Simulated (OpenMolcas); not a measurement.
# One shape, several levels: C2H7Ga (SMILES [CH3][GaH][CH3])

We compute a comparison of 6 runs (HF/3-21G, B2PLYP/def2-SVP, M06-2X/def2-SVP, TPSS/def2-SVP, r2SCAN/def2-SVP, CCSD(T)/def2-SVP) of C2H7Ga. 

The calculation is run with OpenMolcas 26.06.

### Step 1. Starting point

The species is C2H7Ga (10 atoms), meant as a singlet with charge 0. SMILES: `[CH3][GaH][CH3]`. The shape is that of a PBE0-D4/def2-TZVP optimisation.

Bond lengths: C1–Ga2 1.971 Å, Ga2–C3 1.971 Å, C1–H4 1.096 Å, C1–H5 1.091 Å, C1–H6 1.092 Å, Ga2–H7 1.579 Å, C3–H8 1.096 Å, C3–H9 1.091 Å, C3–H10 1.092 Å. Some angles: C1–Ga2–C3 120.1°, C1–Ga2–H7 120.0°, C3–Ga2–H7 119.9°, Ga2–C1–H4 109.0°, Ga2–C1–H5 112.5°, Ga2–C1–H6 111.5°, Ga2–C3–H8 109.0°, Ga2–C3–H9 112.5°, Ga2–C3–H10 111.5°, H4–C1–H5 107.5°.

### Step 2. Energy and gradient at HF/3-21G (run 1)

Input file struct.xyz:

```xyz
10

C     -1.063400     1.142800    -0.711800
Ga     0.649000     0.266100    -0.281300
C      0.681500    -1.321500     0.886900
H     -1.533700     0.614200    -1.548200
H     -0.935400     2.183800    -1.011500
H     -1.759700     1.095200     0.128600
H      1.997300     0.836500    -0.872600
H      0.687700    -0.994000     1.932300
H      1.569300    -1.935900     0.730500
H     -0.209600    -1.938300     0.750100
```

Input file mol.inp:

```
&GATEWAY
  BasLib=$CurrDir
  Coord=struct.xyz
  Basis=3-21G
  Group=NoSym

&SEWARD

&SCF
  Thresholds=1e-10 1e-07 1e-07 1e-05
  PrOrbitals=1 2

&ALASKA
```

The basis set 3-21G is read from a file made from the Basis Set Exchange's data (not shown).

Run with:

```console
$ export MOLCAS_MEM=1860
$ pymolcas mol.inp > mol.log
```

Log:

```text
--- Start Module: gateway ---
[...]
--- Stop Module: gateway /rc=_RC_ALL_IS_WELL_ ---
[...]
      Basis functions           54
[...]
--- Start Module: scf ---
[...]
       Convergence after  11 Iterations
[...]
::    Total SCF energy                              -1993.2156898723
[...]
      Total spin, S                                     0.0000000000
[...]
      Total electronic charge=   50.000000
      Total            charge=   -0.000000
[...]
      Dipole Moment (debye):
      Origin of the operator (angstrom)=    0.3997    0.1606   -0.1718
                   X= -4.5432E-01               Y= -1.9231E-01               Z=  1.9946E-01           Total=  5.3214E-01
      Quadrupole Moment (debye*angstrom):
[...]
 *              Molecular gradients               *
 **************************************************
  Irreducible representation: a
 ------------------------------------------------------------------------------------------
                              X                       Y                       Z
 ------------------------------------------------------------------------------------------
  C1                3.48501721696159E-03   -1.06054935570477E-04    1.81553913563448E-03
  GA2               9.21792623280737E-04    3.82717496015594E-04   -3.89017596634567E-04
  C3                2.68867773535408E-04    1.75502691000240E-03   -3.51770891513326E-03
  H4               -2.84896469175955E-05   -3.31633672261855E-03   -2.99616590993246E-03
  H5                1.70917929602291E-03    4.05017250162887E-03   -1.67042160091202E-03
  H6               -2.28863787081179E-03   -1.42964411946830E-03    4.05074261346794E-03
  H7               -3.83220975764331E-03   -1.62288148812983E-03    1.68322452204395E-03
  H8               -8.30148040318890E-05    3.23895282569425E-03    3.04900458906188E-03
[...]
```

Run time: 5.1 s. Hardware: 1 thread of AMD EPYC 7R43 (Zen 3), shared host; peak memory 0.38 GiB.

### Step 3. The energy at B2PLYP/def2-SVP (run 2)

struct.xyz is that of step 2.

Input file test.inp:

```
&GATEWAY
  BasLib
  $CurrDir
  Coord
  struct.xyz
  Basis
  def2-SVP
  Group
  NoSym

&SEWARD
  GridInput
  Grid=UltraFine
  End of Grid

&SCF
  KSDFT
  B2PLYP_SCF
  Thresholds
  1e-10 1e-07 1e-07 1e-05
  PrOrbitals
  1 1

&MBPT2
  Frozen
  11
```

The basis set def2-SVP is read from a file made from the Basis Set Exchange's data (not shown).

Run with:

```console
$ export MOLCAS_MEM=1860
$ pymolcas test.inp > test.log
```

Log:

```text
--- Start Module: gateway ---
[...]
--- Stop Module: gateway /rc=_RC_ALL_IS_WELL_ ---
[...]
      Basis functions           95
[...]
--- Start Module: scf ---
[...]
       Convergence after  12 Iterations
[...]
::    Total KS-DFT energy                           -2004.3166068080
[...]
      Total spin, S                                     0.0000000000
[...]
      Total electronic charge=   50.000000
      Total            charge=   -0.000000
[...]
      Dipole Moment (debye):
      Origin of the operator (angstrom)=    0.3997    0.1606   -0.1718
                   X= -5.3616E-01               Y= -2.2674E-01               Z=  2.3520E-01           Total=  6.2785E-01
      Quadrupole Moment (debye*angstrom):
[...]
--- Stop Module: scf /rc=_RC_ALL_IS_WELL_ ---
[...]
--- Start Module: mbpt2 ---
[...]
 ###    WARNING: MP2 implementation intended for RHF references only         ###
 ###############################################################################
MBPT2 WARNING: Reference function according to RunFile:KS-DFT
I'll assume you know what you're doing and continue
WARNING!
Default frozen orbitals as non valence orbitals is overwritten by user input.
Default values:  16
[...]
       Reference weight ( Cref**2 )         =        0.80224
::    Total MBPT2 energy                            -2004.9450427715
[...]
      Total MBPT2 calculations                           0.55      0.62
--- Stop Module: mbpt2 /rc=_RC_ALL_IS_WELL_ ---
[...]
```

It took 36 s on 1 thread of AMD EPYC 7R43 (Zen 3), shared host; peak memory 0.52 GiB.

### Step 4. Energy and forces at M06-2X/def2-SVP (run 3)

Input file job.inp:

```
&GATEWAY
BasLib=$CurrDir
Coord
10
angstrom
C       -1.063400       1.142800      -0.711800
Ga       0.649000       0.266100      -0.281300
C        0.681500      -1.321500       0.886900
H       -1.533700       0.614200      -1.548200
H       -0.935400       2.183800      -1.011500
H       -1.759700       1.095200       0.128600
H        1.997300       0.836500      -0.872600
H        0.687700      -0.994000       1.932300
H        1.569300      -1.935900       0.730500
H       -0.209600      -1.938300       0.750100
Basis=def2-SVP
Group=NoSym
&SEWARD
GridInput
Grid=UltraFine
End of Grid
&SCF
KSDFT=M062X
Thresholds=1e-10 1e-07 1e-07 1e-05
PrOrbitals=1 1
&ALASKA
```

The basis set def2-SVP is read from a file made from the Basis Set Exchange's data (not shown).

Run with:

```console
$ export MOLCAS_MEM=1860
$ pymolcas job.inp > job.log
```

Log:

```text
--- Start Module: gateway ---
[...]
--- Stop Module: gateway /rc=_RC_ALL_IS_WELL_ ---
[...]
      Basis functions           95
[...]
--- Start Module: scf ---
[...]
       Convergence after  12 Iterations
[...]
::    Total KS-DFT energy                           -2004.9059029454
[...]
      Total spin, S                                     0.0000000000
[...]
      Total electronic charge=   50.000000
      Total            charge=   -0.000000
[...]
      Dipole Moment (debye):
      Origin of the operator (angstrom)=    0.3997    0.1606   -0.1718
                   X= -5.5291E-01               Y= -2.3382E-01               Z=  2.4263E-01           Total=  6.4749E-01
      Quadrupole Moment (debye*angstrom):
[...]
 *              Molecular gradients               *
 **************************************************
  Irreducible representation: a
 ------------------------------------------------------------------------------------------
                              X                       Y                       Z
 ------------------------------------------------------------------------------------------
  C1               -1.27198477241031E-03    3.43290038844479E-04   -4.96621108590389E-04
  GA2              -1.20646101767719E-03   -5.10608998189888E-04    5.28337879047491E-04
  C3               -9.25409124569176E-05   -8.74055372364069E-04    1.08828229386138E-03
  H4                2.28544795307384E-03    2.02345233470669E-03    3.63789090881816E-03
  H5               -8.22141959711808E-05   -4.79564426514933E-03    1.44970527327470E-03
  H6                3.44161667161602E-03    7.83668581351982E-05   -3.45147742464436E-03
  H7               -2.98935589453997E-03   -1.26491483314917E-03    1.31383232526794E-03
  H8               -8.98429226674768E-05   -1.08413108860517E-03   -4.63764649630427E-03
[...]
```

Run time: 62 s. Hardware: 1 thread of AMD EPYC 7R43 (Zen 3), shared host; peak memory 0.52 GiB.

Runs 4 to 5 aren't shown in full; the table further down has their settings and results.

### Step 5. A single-point energy at CCSD(T)/def2-SVP (run 6)

Input file calc.input:

```
>>> EXPORT MOLCAS_PRINT=2

&GATEWAY
 BASLIB = $CurrDir
 COORD
 10
 bohr
 C     -2.00953476     2.15957902    -1.34510706
 Ga     1.22643225     0.50285612    -0.53157996
 C      1.28784835    -2.49727307     1.67599810
 H     -2.89827296     1.16066979    -2.92567399
 H     -1.76764982     4.12678391    -1.91145798
 H     -3.32535106     2.06962805     0.24301878
 H      3.77434999     1.58075590    -1.64897502
 H      1.29956466    -1.87838777     3.65151779
 H      2.96554721    -3.65832080     1.38044493
 H     -0.39608660    -3.66285615     1.41748357
 BASIS = def2-SVP
 GROUP = NoSym

&SEWARD

&SCF
 THRESHOLDS = 1e-10 1e-07 1e-07 1e-05
 PRORBITALS = 1 1

&RASSCF
 FILEORB = $Project.ScfOrb
 SPIN = 1
 NACTEL = 0 0 0
 INACTIVE = 25
 RAS2 = 0
 OUTORBITALS = Canonical
 ORBLISTING = Nothing

&MOTRA
 JOBIPH
 FROZEN = 11

&CCSDT
 CCT
 TRIPLES = 2
 ITERATIONS = 80
 ACCURACY = 1e-08
 EXTRAPOLATION = 5 4
```

The basis set def2-SVP is read from a file made from the Basis Set Exchange's data (not shown).

Run with:

```console
$ export MOLCAS_MEM=1860
$ pymolcas calc.input > calc.log
```

Log:

```text
--- Start Module: gateway ---
[...]
--- Stop Module: gateway /rc=_RC_ALL_IS_WELL_ ---
[...]
      Basis functions           95
[...]
       Convergence after  12 Iterations
[...]
::    Total SCF energy                              -2002.7447411902
[...]
      Total spin, S                                     0.0000000000
[...]
      Number of active orbitals                  0
[...]
      Spin quantum number                      0.0
[...]
      Active orbitals                            0
[...]
      Number of CSFs                             1
[...]
      Number of root(s) required                 1
[...]
      Convergence after  4 iterations
[...]
      Natural orbitals and occupation numbers for root  1
      ************************************************************************************************************************
      *                                                    Final results                                                     *
      ************************************************************************************************************************
[...]
::    RASSCF root number  1 Total energy:  -2002.74474119
[...]
      Total electronic charge=   50.000000
      Total            charge=   -0.000000
[...]
      Dipole Moment (debye):
      Origin of the operator (angstrom)=    0.3997    0.1606   -0.1718
                   X= -4.9182E-01               Y= -2.0797E-01               Z=  2.1558E-01           Total=  5.7586E-01
      Quadrupole Moment (debye*angstrom):
[...]
--- Start Module: motra ---
[...]
--- Stop Module: motra /rc=_RC_ALL_IS_WELL_ ---
[...]
--- Start Module: ccsdt ---
[...]
      Convergence after                    17  Iterations
      Total energy (diff) :   -2003.29008008       0.00000001
[...]
 METHOD                       : CCSD+T(CCSD)+<T3(1)WT1> = CCSD(T)
[...]
       CCSD     =     -2003.2900800786638
[...]
```

It took 1.9 min on 1 thread of AMD EPYC 7R43 (Zen 3), shared host; peak memory 0.52 GiB.

### Step 6. Overview of the runs

```
run             level      task  frozen core orbitals   energy (Eh)  dipole moment (D) of the reference  HOMO energy (eV)  LUMO energy (eV)  wall time
  1          HF/3-21G  gradient                     –  -1993.215690                                0.53            -10.40              1.86      5.1 s
  2   B2PLYP/def2-SVP    energy                    11  -2004.486285                                0.63             -8.68              0.12       36 s
  3   M06-2X/def2-SVP  gradient                     –  -2004.905903                                0.65             -8.76             -0.39       62 s
  4     TPSS/def2-SVP  gradient                     –  -2004.977940                                0.75             -6.44             -1.55       68 s
  5   r2SCAN/def2-SVP  gradient                     –  -2004.899276                                0.72             -6.65             -1.41       61 s
  6  CCSD(T)/def2-SVP    energy                    11  -2003.306290                                0.58            -10.57              1.90    1.9 min
```

### Step 7. Outcome

| quantity | value |
| --- | --- |
| run 6: total energy | -2003.30629 Eh |
| run 6: dipole moment (mean-field density) | 0.58 D |
| run 6: HOMO energy (Hartree–Fock orbitals) | -10.57 eV |
| run 6: LUMO energy (Hartree–Fock orbitals) | 1.90 eV |
| run 6: HOMO–LUMO gap (Hartree–Fock orbitals) | 12.47 eV |
| run 6: correlation energy (11 core orbitals frozen) | -561.5 mEh |
| run 6: (T) correction | -16.21 mEh |

What this shows: Over runs 1, 2, 3, 4, 5 the dipole moment (its size) runs from 0.53 D (HF/3-21G) to 0.75 D (TPSS/def2-SVP). The two ends differ in method and basis. Over runs 1, 2, 3, 4, 5 the HOMO–LUMO gap runs from 4.89 eV (TPSS/def2-SVP) to 12.26 eV (HF/3-21G). For B2PLYP the log adds the whole second-order term; the table takes 0.27 of it, as the functional is defined. Totals of different functionals can't be ranked against each other. All runs together took 5.7 min, the longest 1.9 min.
